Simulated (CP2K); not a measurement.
Runs of CP2K 2026.2 on HPbNO4. The typed cell holds 14 atoms: a = 4.120 Å, b = 6.427 Å, c = 8.387 Å, α = 67.04°, β = 89.96°, γ = 89.98°. The cell was built by a generator and needn't be a form met in nature.

```tsv
task	level	potentials or basis	cell	k mesh	EPS_DEFAULT	NGRIDS	EXTRAPOLATION	optimiser	most steps	gap on the mesh (eV)	pressure (GPa)
relaxation of cell and atoms	PBEsol	GTH_POTENTIALS H GTH-PBE-q1, Pb GTH-PBE-q4, N GTH-PBE-q5, O GTH-PBE-q6; DZVP-MOLOPT-SR-GTH basis	relaxed	5 × 4 × 3	1.0E-9	5	USE_PREV_P	BFGS	40	3.10	0.0
single point	PBE+D4	GTH_POTENTIALS H GTH-PBE-q1, Pb GTH-PBE-q4, N GTH-PBE-q5, O GTH-PBE-q6; DZVP-MOLOPT-SR-GTH basis	as given	5 × 4 × 3	1.0E-9	5	-	-	-	3.33	0.1
single point	PBE	POTENTIAL_UZH H GTH-PBE-q1, Pb GTH-PBE-q4, N GTH-PBE-q5, O GTH-PBE-q6; DZVP-MOLOPT-PBE-GTH basis	as given	7 × 5 × 4	1.0E-10	4	-	-	-	3.24	(b)
single point	PBE	GTH_POTENTIALS H GTH-PBE-q1, Pb GTH-PBE-q4, N GTH-PBE-q5, O GTH-PBE-q6; DZVP-MOLOPT-SR-GTH basis	as given	5 × 4 × 3	1.0E-9	5	-	-	-	3.33	(a)
single point	PBE+D3(BJ)	GTH_POTENTIALS H GTH-PBE-q1, Pb GTH-PBE-q4, N GTH-PBE-q5, O GTH-PBE-q6; DZVP-MOLOPT-SR-GTH basis	as given	5 × 4 × 3	1.0E-9	5	-	-	-	3.33	0.9
```

Alike in all rows: no spin polarisation; smearing fermi-dirac 0.05 eV.

**Question.** Estimate the missing entries.

**Answer.** (a) 1.0; (b) 2.2.

Caveats: spin-orbit coupling is left out, which as a rule narrows the gap of such compounds by several tenths of an eV; an odd mesh through Γ misses points on the zone boundary, where band edges often lie; the basis of atomic orbitals isn't converged, which shifts pressures, moduli and gaps; the potentials were made for another functional, which shifts forces and pressure (some runs).

A k mesh can miss the band edges, and the runs leave out spin-orbit coupling on Pb.
